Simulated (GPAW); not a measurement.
TbO: single point with r2SCAN+U

Crystal: TbO.

```
CELL_PARAMETERS angstrom
2.78384 0.00000 0.00000
0.00000 2.78384 0.00000
0.00000 0.00000 2.78384
ATOMIC_POSITIONS crystal
Tb 0.00000 0.00000 0.00000
O 0.50000 0.50000 0.50000
```

The cell comes from a database or a generator and needn't be the stable form of this composition.

```yaml
Program: GPAW 26.7.0
Task: single point
Functional: r2SCAN
Potentials_or_basis: GPAW PAW data sets (gpaw-data 1.2.1)
Cutoff: 800 eV
Basis: pw
k_mesh: 7 × 7 × 7
Occupations: gaussian, width 0.05 eV
Spin: collinear spin, ferromagnetic start
Starting_moments: "[6.0, 0.0] μB"
Hubbard_terms: Tb f U = 3 eV
Maxiter: 150
```

The pressure is 44.0 GPa, the band gap on the k mesh is none (metal or under the smearing width) and the net moment is 6.22 μB per cell. The site moments are Tb +6.07; O -0.00 μB.

Levels at points of the mesh, in eV from the Fermi level:
Spin up:
```
           k point  band 12  band 13  band 14  band 15  band 16  band 17  band 18  band 19  band 20  band 21
(0.00, 0.00, 0.00)    -7.94    -4.70    -4.70    -4.70    -3.34    -3.34     3.24     7.81     7.81     7.81
```
Spin down:
```
           k point  band 7  band 8  band 9  band 10  band 11  band 12  band 13  band 14
(0.00, 0.00, 0.00)   -5.04   -5.04   -2.43    -2.43     0.67     0.67     0.67     1.11
```

It took 63 s on 1 thread of Arm Neoverse V2 (shared host), peak memory 0.96 GiB.

Caveat: one-centre terms of the f shell are cut off; the magnetic or orbital state may not be the lowest; a pressure of tens of GPa on the cell as given is suspect, and the run, the potentials or the cell itself is likely at fault; the PAW data sets were made with another functional, which shifts forces and pressure a little; spin-orbit coupling is left out, which moves the levels of the heavy elements. The state reached can hang on the start; a lower one may exist.
